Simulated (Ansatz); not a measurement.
# Al6N: the cost of one run

Program: Ansatz 0.2.0. Level of theory: DFT PBE, scalar-relativistic, plane waves, PAW. These are calculated values, not measurements.

11 further runs of the same task are left out: 11 set aside as unsound or not needed.

**1. The starting structure**

It takes space group Cm (No. 8, monoclinic). Conventional cell: a = 9.897 Å, b = 5.714 Å, c = 22.602 Å, α = 90.00°, β = 90.00°, γ = 90.00°. Around Al (site symmetry m) lie 9 Al at 2.83 to 2.86 Å. Al (site symmetry 1) is surrounded by 9 Al at 2.83 to 2.86 Å. Al (site symmetry 1) is surrounded by 12 Al at 2.83 to 2.86 Å. Al (site symmetry m) has 12 Al at 2.83 to 2.86 Å as nearest neighbours. Al (site symmetry 1) is surrounded by 9 Al at 2.83 to 2.86 Å and 2 N at 3.18 Å. Around Al (site symmetry m) lie 9 Al at 2.83 to 2.86 Å and 2 N at 2.94 Å. Only part of the 10 independent sites is listed.

Coordinates:

```cif
data_structure
_symmetry_space_group_name_H-M 'P 1'
_symmetry_Int_Tables_number 1
_cell_length_a 5.7143
_cell_length_b 5.7143
_cell_length_c 22.6016
_cell_angle_alpha 90.000
_cell_angle_beta 90.000
_cell_angle_gamma 120.000
_cell_volume 639.14
loop_
_atom_site_label
_atom_site_type_symbol
_atom_site_fract_x
_atom_site_fract_y
_atom_site_fract_z
_atom_site_occupancy
Al1 Al 0.33333 0.16667 0.17698 1
Al2 Al 0.33333 0.66667 0.17698 1
Al3 Al 0.83333 0.16667 0.17698 1
Al4 Al 0.83333 0.66667 0.17698 1
Al5 Al 0.16667 0.33333 0.27878 1
Al6 Al 0.16667 0.83333 0.27878 1
Al7 Al 0.66667 0.33333 0.27878 1
Al8 Al 0.66667 0.83333 0.27878 1
Al9 Al 0.00000 0.00000 0.38058 1
Al10 Al 0.00000 0.50000 0.38058 1
Al11 Al 0.50000 0.00000 0.38058 1
Al12 Al 0.50000 0.50000 0.38058 1
N1 N 0.41250 0.50000 0.45845 1
N2 N 0.58750 0.50000 0.45845 1
```

This is the geometry of the first run shown, built on a cell relaxed beforehand with the same method.

**2. Plan of the line**

Atoms count from 1 in the order of the input.

N2 lies flat over one site of a rigid substrate while its bond length and height are varied.

First coordinate, distance N13-N14: 8 values from 1.000 to 3.000 Å. Second coordinate, height of the N2 axis above the plane of Al9: 8 values from 0.80 to 3.60 Å.

Nothing else is relaxed. Points are written as (first, second).

**3. Point (1.000 Å, 1.76 Å)**

The cell repeats along c, and a dipole correction in the vacuum removes the field between the copies.

Contents of input.yaml:

```yaml
crystal:
  lattice:
    - [5.7143028096, 0.0, 0.0]
    - [-2.8571514048, 4.948731398, 0.0]
    - [0.0, 0.0, 22.601642461]
  atoms:
    - { symbol: Al, position: [0.3333333333, 0.1666666667, 0.1769782885] }
    - { symbol: Al, position: [0.3333333333, 0.6666666667, 0.1769782885] }
    - { symbol: Al, position: [0.8333333333, 0.1666666667, 0.1769782885] }
    - { symbol: Al, position: [0.8333333333, 0.6666666667, 0.1769782885] }
    - { symbol: Al, position: [0.1666666667, 0.3333333333, 0.2787817905] }
    - { symbol: Al, position: [0.1666666667, 0.8333333333, 0.2787817905] }
    - { symbol: Al, position: [0.6666666667, 0.3333333333, 0.2787817905] }
    - { symbol: Al, position: [0.6666666667, 0.8333333333, 0.2787817905] }
    - { symbol: Al, position: [0.0, 0.0, 0.3805759903] }
    - { symbol: Al, position: [0.0, 0.5, 0.3805759903] }
    - { symbol: Al, position: [0.5, 0.0, 0.3805759903] }
    - { symbol: Al, position: [0.5, 0.5, 0.3805759903] }
    - { symbol: "N", position: [0.4125002618, 0.5, 0.4584464372] }
    - { symbol: "N", position: [0.5874997382, 0.5, 0.4584464372] }
basis:
  ecutwfc: 420
kpoints:
  mp_grid: { grid: [6, 6, 1] }
hamiltonian:
  xc: pbe
scf:
  occupations: { method: gaussian, width: 0.1 }
output:
  forces: true
  eigenvalues: true
efield:
  axis: 3
  dipole_correction: true
  ramp_width: 0.04
```

Run with:

```bash
> ansatz run input.yaml --threads 4 --pin off --max-ram 12288MiB --backend cpu --events-out ev --progress --plain --runs-dir out
```

**Question.** How long does this run take on 4 threads of Intel Xeon 6975P-C (Granite Rapids), shared host, and how much memory does it need?

About 4.3 s, with a peak of 1 GiB.
